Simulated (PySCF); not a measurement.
# One shape, several levels: C3H10Si (trimethylsilane)

Aim: a comparison of 4 runs (HF/STO-3G, HF/3-21G, B3LYP/6-31G*, TPSSh/def2-SVPD) of C3H10Si (trimethylsilane). The job is set up through a Python script.

The results are computed with PySCF 2.14.0.

**1. Starting point**

C3H10Si has 14 atoms, charge 0, and is taken as a singlet. As SMILES, `C[SiH](C)C`. The coordinates come from a PBE0-D4/def2-TZVP relaxation.

Bond lengths: C1–Si2 1.874 Å, Si2–C3 1.874 Å, Si2–C4 1.874 Å, C1–H5 1.093 Å, C1–H6 1.093 Å, C1–H7 1.094 Å, Si2–H8 1.494 Å, C3–H9 1.094 Å, C3–H10 1.093 Å, C3–H11 1.093 Å, C4–H12 1.093 Å, C4–H13 1.094 Å, C4–H14 1.093 Å. Some angles: C1–Si2–C3 110.3°, C1–Si2–C4 110.3°, C3–Si2–C4 110.3°, C1–Si2–H8 108.6°, C3–Si2–H8 108.6°, C4–Si2–H8 108.6°, Si2–C1–H5 111.2°, Si2–C1–H6 111.1°, Si2–C1–H7 110.9°, Si2–C3–H9 110.9°.

**2. Energy and forces at HF/STO-3G (run 1)**

run.py

```python
# C[SiH](C)C
from pyscf import gto, scf

mol = gto.Mole()
mol.atom = '''
C       -0.956800       1.082600      -1.038400
Si      -0.338800      -0.014600       0.348900
C        1.239400       0.684100       1.077800
C       -0.051300      -1.756700      -0.277600
H       -1.888100       0.697200      -1.460900
H       -1.145900       2.098700      -0.683100
H       -0.221600       1.141300      -1.845900
H       -1.379500      -0.059300       1.420400
H        2.029000       0.733500       0.322800
H        1.601800       0.063500       1.901200
H        1.081800       1.694100       1.464300
H       -0.968800      -2.184000      -0.689800
H        0.706900      -1.767300      -1.065700
H        0.291900      -2.413100       0.526000
'''
mol.verbose = 4
mol.basis = 'sto-3g'
mol.max_memory = 1860
mol.build()

calc0 = scf.RHF(mol)
calc0.conv_tol = 1e-10
calc0.kernel()
if not calc0.converged:
    calc0 = calc0.newton().run(calc0.mo_coeff, calc0.mo_occ)

energy = calc0.e_tot
print('Final energy', energy)
grad = calc0.nuc_grad_method().kernel()
calc0.analyze()
```

On the command line:

```console
$ OMP_NUM_THREADS=1 python run.py
```

What it wrote:

```text
PySCF version 2.14.0

[... 63 lines left out ...]
Final energy -403.6990684400173
[... 16 lines left out ...]
Two-electron Coulomb Energy =          365.952930628069453
[... 6 lines left out ...]
MO #4   energy= -10.9852390216358  occ= 2
[... 4 lines left out ...]
MO #9   energy= -0.923389842150161 occ= 2
[... 4 lines left out ...]
MO #14  energy= -0.52183475464889  occ= 2
[... 4 lines left out ...]
MO #19  energy= -0.38436005832858  occ= 2
[... 4 lines left out ...]
MO #24  energy= 0.542469188426939  occ= 0
[... 4 lines left out ...]
MO #29  energy= 0.747309149670338  occ= 0
[... 4 lines left out ...]
MO #34  energy= 0.772299068992541  occ= 0
[... 51 lines left out ...]
Dipole moment(X, Y, Z, Debye):  0.07657,  0.00296, -0.07834
```

It took 2.7 s on 1 thread of Intel Xeon at 2.70GHz, shared host; peak memory 0.12 GiB.

**3. Energy and gradient at HF/3-21G (run 2)**

run.py

```python
import pyscf.grad
from pyscf import gto

mol = gto.Mole()
mol.atom = '''
C     -1.808090     2.045818    -1.962292
Si    -0.640239    -0.027590     0.659325
C      2.342127     1.292762     2.036747
C     -0.096943    -3.319682    -0.524588
H     -3.567992     1.317517    -2.760701
H     -2.165437     3.965968    -1.290872
H     -0.418763     2.156744    -3.488245
H     -2.606877    -0.112061     2.684167
H      3.834254     1.386114     0.610004
H      3.026963     0.119998     3.592747
H      2.044306     3.201385     2.767126
H     -1.830767    -4.127162    -1.303533
H      1.335847    -3.339713    -2.013881
H      0.551611    -4.560098     0.993996
'''
mol.spin = 0
mol.basis = '3-21g'
mol.unit = 'bohr'
mol.verbose = 4
mol.max_memory = 1860
mol.charge = 0
mol.build()

hf = mol.RHF()
hf.conv_tol = 1e-10
hf.kernel()
if not hf.converged:
    hf = hf.newton().run(hf.mo_coeff, hf.mo_occ)

e_final = hf.e_tot
print('Final energy', e_final)
grad = hf.Gradients().kernel()
dip = hf.dip_moment()
pop, q = hf.mulliken_pop()
```

On the command line:

```console
$ OMP_NUM_THREADS=1 python run.py
```

What it wrote:

```text
PySCF version 2.14.0

[... 64 lines left out ...]
converged SCF energy = -406.203394203227
Final energy -406.20339420322654
[... 11 lines left out ...]
Dipole moment(X, Y, Z, Debye):  0.38696,  0.01618, -0.39800
[... 75 lines left out ...]
charge of   13H =      0.21271
```

It took 3.6 s on 1 thread of Intel Xeon at 2.70GHz, shared host; peak memory 0.13 GiB.

Run 3 isn't shown in full; the table further down has it.

**4. Energy and gradient at TPSSh/def2-SVPD (run 4)**

run.py

```python
# C[SiH](C)C
from pyscf import gto, dft

mol = gto.M(
    atom='''
C     -1.808090     2.045818    -1.962292
Si    -0.640239    -0.027590     0.659325
C      2.342127     1.292762     2.036747
C     -0.096943    -3.319682    -0.524588
H     -3.567992     1.317517    -2.760701
H     -2.165437     3.965968    -1.290872
H     -0.418763     2.156744    -3.488245
H     -2.606877    -0.112061     2.684167
H      3.834254     1.386114     0.610004
H      3.026963     0.119998     3.592747
H      2.044306     3.201385     2.767126
H     -1.830767    -4.127162    -1.303533
H      1.335847    -3.339713    -2.013881
H      0.551611    -4.560098     0.993996
''',
    charge=0,
    max_memory=1860,
    basis='def2-svpd',
    verbose=3,
    unit='bohr',
)

mf = dft.RKS(mol)
mf.xc = 'tpssh'
mf.conv_tol = 1e-10
mf.grids.level = 5
mf.kernel()
if not mf.converged:
    mf = mf.newton().run(mf.mo_coeff, mf.mo_occ)

e_final = mf.e_tot
print(f'total energy: {e_final:.8f} hartree')
grad = mf.nuc_grad_method().kernel()
dip = mf.dip_moment()
pop, q = mf.mulliken_pop()
```

On the command line:

```console
$ OMP_NUM_THREADS=1 python run.py
```

What it wrote:

```text
converged SCF energy = -409.723758804487
total energy: -409.72375880 hartree
[... 8 lines left out ...]
Dipole moment(X, Y, Z, Debye):  0.39312,  0.01653, -0.40440
[... 179 lines left out ...]
charge of   13H =     -0.02220
```

Run time: 2.6 min. Hardware: 1 thread of Intel Xeon at 2.70GHz, shared host; peak memory 2.1 GiB.

**5. All runs side by side**

```tsv
run	level	integration grid	energy (Eh)	dipole moment (D)	HOMO energy (eV)	LUMO energy (eV)	wall time
1	HF/STO-3G	–	-403.699068	0.11	-10.20	14.15	2.7 s
2	HF/3-21G	–	-406.203394	0.56	-11.63	6.25	3.6 s
3	B3LYP/6-31G* (spherical functions)	5	-409.860427	0.63	-8.10	2.21	38 s
4	TPSSh/def2-SVPD	5	-409.723759	0.56	-7.89	0.44	2.6 min
```

**6. Outcome**

| quantity | value |
| --- | --- |
| run 4: total energy | -409.72376 Eh |
| run 4: dipole moment | 0.56 D |
| run 4: HOMO energy | -7.89 eV |
| run 4: LUMO energy | 0.44 eV |
| run 4: HOMO–LUMO gap | 8.32 eV |
| run 4: largest force on an atom | 0.290 eV/Å |

In words: The dipole moment (its size) runs from 0.11 D (HF/STO-3G) to 0.63 D (B3LYP/6-31G*). The two ends differ in method and basis. The HOMO–LUMO gap runs from 8.32 eV (TPSSh/def2-SVPD) to 24.34 eV (HF/STO-3G). Totals of different functionals can't be ranked against each other. In run 1 the basis is minimal, so the values are rough. All runs together took 3.3 min, the longest 2.6 min.
